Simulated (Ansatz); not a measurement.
**CH4BF3Si (SMILES CB[Si](F)(F)F) at 6 levels**

Wanted: a comparison of 6 runs (HF/STO-3G, HF/3-21G, B3LYP/6-31G*, PBE0/def2-SVP, PBE0/6-31+G*, BCCD/MIDI) of CH4BF3Si. 

Program for the calculation: Ansatz 0.2.0.

4 further runs of the same task are left out: 2 for a known fault of the program, 1 that didn't finish, 1 set aside as unsound or not needed.

## Step 1: The system as given

CH4BF3Si has 10 atoms, charge 0, and is taken as a singlet. As SMILES, `CB[Si](F)(F)F`. The coordinates come from a PBE0-D4/def2-TZVP relaxation.

Bond lengths: C1–B2 1.543 Å, B2–Si3 2.010 Å, Si3–F4 1.585 Å, Si3–F5 1.585 Å, Si3–F6 1.585 Å, C1–H7 1.091 Å, C1–H8 1.091 Å, C1–H9 1.108 Å, B2–H10 1.198 Å. Some angles: C1–B2–Si3 122.8°, B2–Si3–F4 113.5°, B2–Si3–F5 111.4°, B2–Si3–F6 111.9°, F4–Si3–F5 106.3°, F4–Si3–F6 106.2°, F5–Si3–F6 107.1°, C1–B2–H10 120.1°, Si3–B2–H10 117.0°, B2–C1–H7 116.3°.

## Step 2: Energy and gradient at HF/STO-3G (run 1)

The input, job.yaml:

```yaml
crystal:
  periodic: [false, false, false]
  atoms:
    - {symbol: C, position_ang: [0.276100, -1.433100, 0.615600]}
    - {symbol: B, position_ang: [0.731600, -0.041900, 0.127700]}
    - {symbol: Si, position_ang: [-0.529600, 1.289700, -0.693500]}
    - {symbol: F, position_ang: [-2.012300, 0.748500, -0.843100]}
    - {symbol: F, position_ang: [-0.060600, 1.709100, -2.148100]}
    - {symbol: F, position_ang: [-0.628300, 2.617200, 0.166500]}
    - {symbol: H, position_ang: [-0.627000, -1.835400, 0.155000]}
    - {symbol: H, position_ang: [1.062500, -2.188800, 0.655800]}
    - {symbol: H, position_ang: [0.007900, -1.230100, 1.670900]}
    - {symbol: H, position_ang: [1.862800, 0.313600, 0.296200]}
basis:
  gaussian: {orbitals: STO-3G}
total_charge: 0
hamiltonian: {xc: hf}
accuracy: high
output: {forces: true, orbitals: {seedname: orbitals}}
```

Command:

```
$ ansatz run job.yaml --threads 1 --pin off --max-ram 2610MiB --events-out events.jsonl --progress --plain --runs-dir runs
```

Standard output (excerpt; [...] marks lines left out):

```text
Warning: RAYON_NUM_THREADS=1 ignored (pool sized by the plan → 1); use --threads N
Functional definition: HF
  name "HF"
[...]
810 factors; integrals over basis functions are off by at most 3.3e-8 eV
[...]
mean field -17521.00325732 eV, -643.8849935441 hartree, gradient 1.8e-8 eV, S^2 0.000000; 0 other end points of the search recorded, 0 dependent functions left out
[...]
reference -17521.00325732 eV, -643.8849935441 hartree; 28, 28 occupied and 10, 10 virtual orbitals, 810 factors
Total energy: -17521.00325732 eV, -643.8849935441 hartree
Atom 0 at     0.276100    -1.433100     0.615600 Å, force    -0.347399    -0.597534     1.249891 eV/Å
Atom 1 at     0.731600    -0.041900     0.127700 Å, force     0.840595     1.463398    -0.609549 eV/Å
Atom 2 at    -0.529600     1.289700    -0.693500 Å, force     1.075843    -1.270453     0.734477 eV/Å
Atom 3 at    -2.012300     0.748500    -0.843100 Å, force    -0.730332    -0.190935    -0.102768 eV/Å
Atom 4 at    -0.060600     1.709100    -2.148100 Å, force     0.156664     0.314585    -0.770785 eV/Å
Atom 5 at    -0.628300     2.617200     0.166500 Å, force    -0.110983     0.746160     0.369149 eV/Å
Atom 6 at    -0.627000    -1.835400     0.155000 Å, force     0.392656     0.058933    -0.033772 eV/Å
Atom 7 at     1.062500    -2.188800     0.655800 Å, force    -0.303201     0.187443    -0.221282 eV/Å
Atom 8 at     0.007900    -1.230100     1.670900 Å, force     0.103668    -0.240908    -0.513610 eV/Å
Atom 9 at     1.862800     0.313600     0.296200 Å, force    -1.077510    -0.470688    -0.101751 eV/Å
Dipole moment:     0.197818    -0.312239     0.206631 e Å
```

It took 6.9 s on 1 thread of Intel Xeon at 2.50GHz (Skylake/Cascade Lake), shared host.

## Step 3: Energy and forces at HF/3-21G (run 2)

The input, job.yaml:

```yaml
crystal:
  periodic: [false, false, false]
  atoms:
    - symbol: C
      position_ang: [0.276100, -1.433100, 0.615600]
    - symbol: B
      position_ang: [0.731600, -0.041900, 0.127700]
    - symbol: Si
      position_ang: [-0.529600, 1.289700, -0.693500]
    - symbol: F
      position_ang: [-2.012300, 0.748500, -0.843100]
    - symbol: F
      position_ang: [-0.060600, 1.709100, -2.148100]
    - symbol: F
      position_ang: [-0.628300, 2.617200, 0.166500]
    - symbol: H
      position_ang: [-0.627000, -1.835400, 0.155000]
    - symbol: H
      position_ang: [1.062500, -2.188800, 0.655800]
    - symbol: H
      position_ang: [0.007900, -1.230100, 1.670900]
    - symbol: H
      position_ang: [1.862800, 0.313600, 0.296200]
basis:
  gaussian:
    orbitals: 3-21G.json
hamiltonian:
  xc: hf
accuracy: high
output:
  forces: true
  orbitals: {seedname: orbitals}
```

The basis set 3-21G is read from a file made from the Basis Set Exchange's data (not shown).

Command:

```
$ ansatz run job.yaml --threads 1 --pin off --max-ram 2610MiB --events-out events.jsonl --progress --plain --runs-dir runs
```

Standard output (excerpt; [...] marks lines left out):

```text
Warning: RAYON_NUM_THREADS=1 ignored (pool sized by the plan → 1); use --threads N
Functional definition: HF
  name "HF"
[...]
1509 factors; integrals over basis functions are off by at most 2.2e-8 eV
[...]
mean field -17655.46425719 eV, -648.8263441483 hartree, gradient 2.3e-8 eV, S^2 0.000000; 0 other end points of the search recorded, 0 dependent functions left out
[...]
reference -17655.46425719 eV, -648.8263441483 hartree; 28, 28 occupied and 38, 38 virtual orbitals, 1509 factors
Total energy: -17655.46425719 eV, -648.8263441483 hartree
Atom 0 at     0.276100    -1.433100     0.615600 Å, force    -0.207206    -0.411710     0.442260 eV/Å
Atom 1 at     0.731600    -0.041900     0.127700 Å, force     0.220521     0.449432    -0.257864 eV/Å
Atom 2 at    -0.529600     1.289700    -0.693500 Å, force     1.346865    -1.336748     0.815861 eV/Å
Atom 3 at    -2.012300     0.748500    -0.843100 Å, force    -1.089691    -0.308926    -0.146795 eV/Å
Atom 4 at    -0.060600     1.709100    -2.148100 Å, force     0.200619     0.474591    -1.108198 eV/Å
Atom 5 at    -0.628300     2.617200     0.166500 Å, force    -0.199372     1.099524     0.503573 eV/Å
Atom 6 at    -0.627000    -1.835400     0.155000 Å, force     0.248581     0.042795     0.057065 eV/Å
Atom 7 at     1.062500    -2.188800     0.655800 Å, force    -0.219025     0.170015    -0.113415 eV/Å
Atom 8 at     0.007900    -1.230100     1.670900 Å, force    -0.003225    -0.171601    -0.102248 eV/Å
Atom 9 at     1.862800     0.313600     0.296200 Å, force    -0.298068    -0.007372    -0.090239 eV/Å
Dipole moment:     0.356830    -0.566255     0.353765 e Å
```

Run time: 12 s. Hardware: 1 thread of Intel Xeon at 2.50GHz (Skylake/Cascade Lake), shared host.

Runs 3 to 5 aren't shown in full; the table further down has their settings and results.

## Step 4: A single-point energy at BCCD/MIDI (run 6)

The input, in.yaml:

```yaml
crystal:
  periodic: [false, false, false]
  atoms:
    - {symbol: C, position_ang: [0.276100, -1.433100, 0.615600]}
    - {symbol: B, position_ang: [0.731600, -0.041900, 0.127700]}
    - {symbol: Si, position_ang: [-0.529600, 1.289700, -0.693500]}
    - {symbol: F, position_ang: [-2.012300, 0.748500, -0.843100]}
    - {symbol: F, position_ang: [-0.060600, 1.709100, -2.148100]}
    - {symbol: F, position_ang: [-0.628300, 2.617200, 0.166500]}
    - {symbol: H, position_ang: [-0.627000, -1.835400, 0.155000]}
    - {symbol: H, position_ang: [1.062500, -2.188800, 0.655800]}
    - {symbol: H, position_ang: [0.007900, -1.230100, 1.670900]}
    - {symbol: H, position_ang: [1.862800, 0.313600, 0.296200]}
basis:
  gaussian: {orbitals: MIDI.json}
total_charge: 0
correlation: {method: bccd, electrons: outside_noble_gas}
accuracy: high
```

The basis set MIDI is read from a file made from the Basis Set Exchange's data (not shown).

Command:

```
$ ansatz run in.yaml --threads 1 --pin off --max-ram 2610MiB --events-out events.jsonl --progress --plain --runs-dir runs
```

Standard output:

```text
Warning: RAYON_NUM_THREADS=1 ignored (pool sized by the plan → 1); use --threads N
[... 11 lines left out ...]
10 core orbitals not correlated: weight in the atoms' cores, before any rotation towards them, 0.999 or more for the frozen orbitals, at most 0.000 for the correlated occupied ones
[... 24 lines left out ...]
Total energy: -17664.87827867 eV, -649.1723030567 hartree
```

It took 30 s on 1 thread of Intel Xeon at 2.50GHz (Skylake/Cascade Lake), shared host; peak memory 0.36 GiB.

## Step 5: The series

```
run                               level  Cartesian functions      task  energy (Eh)  dipole moment (D)  HOMO energy (eV)  LUMO energy (eV)  wall time
  1                           HF/STO-3G                   no  gradient  -643.884994               2.03             -8.98              5.89      6.9 s
  2                            HF/3-21G                   no  gradient  -648.826344               3.64            -12.38              1.02       12 s
  3  B3LYP/6-31G* (Cartesian functions)                  yes  gradient  -654.561343               2.85             -8.48             -2.42       53 s
  4                       PBE0/def2-SVP                   no  gradient  -653.685334               2.93             -8.83             -2.47       28 s
  5  PBE0/6-31+G* (spherical functions)                   no  gradient  -654.063951               3.09             -8.99             -2.55       38 s
  6                           BCCD/MIDI                   no    energy  -649.172303                  –                 –                 –       30 s
```

## Step 6: Summary of results

| quantity | value |
| --- | --- |
| run 6: total energy | -649.17230 Eh |
| run 6: correlation energy (10 core orbitals frozen) | -557.9 mEh |

**Reading.** Over runs 1, 2, 3, 4, 5 the dipole moment (its size) runs from 2.03 D (HF/STO-3G) to 3.64 D (HF/3-21G). Over runs 1, 2, 3, 4, 5 the HOMO–LUMO gap runs from 6.06 eV (B3LYP/6-31G*) to 14.87 eV (HF/STO-3G). The two ends differ in method and basis. Totals of different functionals can't be ranked against each other. In run 1 the basis is minimal, so the values are rough. All runs together took 2.8 min, the longest 53 s.
